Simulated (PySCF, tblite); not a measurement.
**C₇H₁₃N: geometry, infrared bands and NMR shifts**

Aim: predict the infrared bands and NMR shifts of C₇H₁₃N (`C#C[C@H](CCC)NC`).

Computed with tblite 0.8.0 and PySCF 2.14.0, with density-fitted response routines of our own, on a single molecule in the gas phase. Atoms count from 0, in the outputs and in this text.

## 1. The molecule as given

21 atoms, charge 0, multiplicity 1; geometry from: force field or distance geometry start.

Bonds of the start (Å): C0–C1 1.20, C1–C2 1.48, C2–C3 1.55, C3–C4 1.54, C4–C5 1.52, C2–N6 1.45, N6–C7 1.46, C0–H8 1.06, C2–H9 1.10, C3–H10 1.09, C3–H11 1.11, C4–H12 1.09, C4–H13 1.11, C5–H14 1.10, C5–H15 1.09, C5–H16 1.10, N6–H17 1.02, C7–H18 1.09, C7–H19 1.10, C7–H20 1.09.

## 2. Relaxing the molecule with GFN2-xTB

Job settings and geometry (Å):

```
{"job": {"kind": "relax", "xc": "GFN2-xTB", "basis": "xTB"}, "charge": 0, "multiplicity": 1}
C      2.001600     2.631200    -0.274400
C      1.391100     1.597000    -0.329700
C      0.671300     0.307900    -0.374300
C     -0.806800     0.551700     0.025000
C     -1.679600    -0.708000    -0.113200
C     -3.135600    -0.416100     0.224000
N      1.275300    -0.676200     0.510600
C      2.554000    -1.171500     0.016500
H      2.527700     3.554500    -0.231100
H      0.663400    -0.064800    -1.404800
H     -1.231800     1.345800    -0.587100
H     -0.861600     0.897500     1.073500
H     -1.320000    -1.507700     0.540300
H     -1.618900    -1.073200    -1.155000
H     -3.547500     0.365500    -0.427800
H     -3.739100    -1.318400     0.122600
H     -3.224100    -0.070400     1.265500
H      1.406500    -0.263800     1.432900
H      2.430800    -1.638500    -0.966000
H      2.932500    -1.943500     0.698700
H      3.301900    -0.382300    -0.046800
```

Launch:

```
OMP_NUM_THREADS=1 python probes_run.py task.json out
```

This one command runs all jobs of the session in turn.

**Question.** This job is followed by: GFN2-xTB harmonic vibrations, gas phase; GIAO PBE0/pcSseg-1 NMR shielding, non-relativistic, gas phase. What will the session give for the following? strongest single infrared mode (GFN2-xTB); zero-point energy (GFN2-xTB); ¹³C shifts against TMS (PBE0/pcSseg-1); ¹H shifts against TMS (PBE0/pcSseg-1, means over atoms taken as alike); ¹⁵N shifts against NH3 (PBE0/pcSseg-1); surface potential, 1st and 99th percentile.

As calculated:

```
                                                              quantity                                                      value
                             strongest single infrared mode (GFN2-xTB)                                        803 cm⁻¹, 82 km/mol
                                          zero-point energy (GFN2-xTB)                                             115.1 kcal/mol
                                ¹³C shifts against TMS (PBE0/pcSseg-1)               91.4, 77.3, 54.3, 45.0, 37.4, 24.8, 16.7 ppm
¹H shifts against TMS (PBE0/pcSseg-1, means over atoms taken as alike)  2.80, 2.68, 2.31, 1.75, 1.74, 1.22, 1.06, 1.01, -0.42 ppm
                                ¹⁵N shifts against NH3 (PBE0/pcSseg-1)                                                   62.5 ppm
                                 surface potential, 1st and 99th percentile                                         -1.18 V and 1.29 V
```

**Reading.** Over 69 steps the energy fell by 0.067 eV; of the close pairs, C1–C2 changed most, 1.477 to 1.460 Å. All 57 modes are real, so the xTB geometry is a minimum. The strongest single mode, at 803 cm⁻¹, is spread over many atoms; the largest shares are those of H17, N6. GFN2-xTB is a fitted tight-binding method: band positions and strengths are rough. Its intensities can rank the bands wrongly. The most deshielded hydrogen is H9 (hydrogen on a propargylic sp3 CH bonded to N), at 2.80 ppm: its carbon carries N, hence the downfield position. At PBE0/pcSseg-1: The widest tensor belongs to C1: span 307 ppm, with a paramagnetic part of -168 ppm.
